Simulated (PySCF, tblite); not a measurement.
**C5H9NOSi: geometry, infrared bands and NMR shifts**

What infrared bands and NMR shifts should C5H9NOSi (`C=C1CN[SiH2]C(=O)C1`) show?

Programs: tblite 0.8.0 and PySCF 2.14.0, with density-fitted response routines of our own. Each step states its level of theory. These are calculated values for one molecule in the gas phase, unless marked as measured. Atoms count from 0, in the outputs and in this text.

## 1. The starting structure

17 atoms, charge 0, multiplicity 1; geometry from: force field or distance geometry start.

Bonds of the start (Å): C0–C1 1.34, C1–C2 1.47, C2–N3 1.43, N3–Si4 1.82, Si4–C5 1.86, C5–O6 1.22, C5–C7 1.45, C7–C1 1.48, C0–H8 1.10, C0–H9 1.09, C2–H10 1.12, C2–H11 1.14, N3–H12 1.03, Si4–H13 1.45, Si4–H14 1.45, C7–H15 1.12, C7–H16 1.12.

## 2. Relaxing the molecule with GFN2-xTB

What the job is given:

```
{"job": {"kind": "relax", "xc": "GFN2-xTB", "basis": "xTB"}, "charge": 0, "multiplicity": 1}
C     -2.306400     0.064700     0.106500
C     -0.969000     0.025900     0.018200
C     -0.342900    -1.290000    -0.157700
N      0.855600    -1.342200    -0.940300
Si     2.014500    -0.409000     0.103200
C      1.189600     1.261400     0.175200
O      1.889700     2.261200     0.253500
C     -0.260300     1.321300     0.148000
H     -2.887500    -0.868400     0.029200
H     -2.823000     1.017700     0.252500
H     -0.049100    -1.666900     0.858200
H     -1.106100    -2.050600    -0.521500
H      0.744700    -0.808300    -1.818900
H      1.912500    -0.980000     1.428300
H      3.343400    -0.356600    -0.465600
H     -0.631600     2.064000    -0.607100
H     -0.580800     1.768000     1.128400
```

Launch:

```console
$ OMP_NUM_THREADS=1 python probes_run.py task.json out
```

This one command runs all jobs of the session in turn.

**Question.** This job is followed by: GFN2-xTB harmonic vibrations, gas phase; GIAO PBE0/pcSseg-1 NMR shielding, non-relativistic, gas phase. Predict these results of the whole session: strongest single infrared mode (GFN2-xTB); zero-point energy (GFN2-xTB); ¹³C shifts against TMS (PBE0/pcSseg-1); ¹H shifts against TMS (PBE0/pcSseg-1, means over atoms taken as alike); ¹⁵N shifts against NH3 (PBE0/pcSseg-1); ²⁹Si shifts against TMS (PBE0/pcSseg-1); ¹⁷O shifts against H2O (PBE0/pcSseg-1); surface potential, 1st and 99th percentile.

**Answer**, as computed:

| quantity | value |
| --- | --- |
| strongest single infrared mode (GFN2-xTB) | 2200 cm⁻¹, 336 km/mol |
| zero-point energy (GFN2-xTB) | 80.5 kcal/mol |
| ¹³C shifts against TMS (PBE0/pcSseg-1) | 241.1, 147.6, 123.8, 62.4, 54.1 ppm |
| ¹H shifts against TMS (PBE0/pcSseg-1, means over atoms taken as alike) | 5.50, 5.39, 4.76, 4.22, 3.53, 0.40 ppm |
| ¹⁵N shifts against NH3 (PBE0/pcSseg-1) | 21.4 ppm |
| ²⁹Si shifts against TMS (PBE0/pcSseg-1) | -65.5 ppm |
| ¹⁷O shifts against H2O (PBE0/pcSseg-1) | 826.7 ppm |
| surface potential, 1st and 99th percentile | -1.68 V and 1.64 V |

What this shows: Relaxing lowered the energy by 0.974 eV in 178 steps; the close pair that moved most is N3–Si4, from 1.817 to 1.716 Å. All 45 modes are real, so the xTB geometry is a minimum. The strongest single mode, at 2200 cm⁻¹, moves mainly H14. Unscaled tight-binding wavenumbers are off by several per cent, some by more. Its intensities can rank the bands wrongly. At PBE0/pcSseg-1: Shielding is most anisotropic at O6 (span 1688 ppm, paramagnetic term -888 ppm). At PBE0/pcSseg-1, counted by nearest atom on the grid, the HOMO lies on O6 40 %; C5 12 %, the LUMO on C5 37 %; O6 25 %.
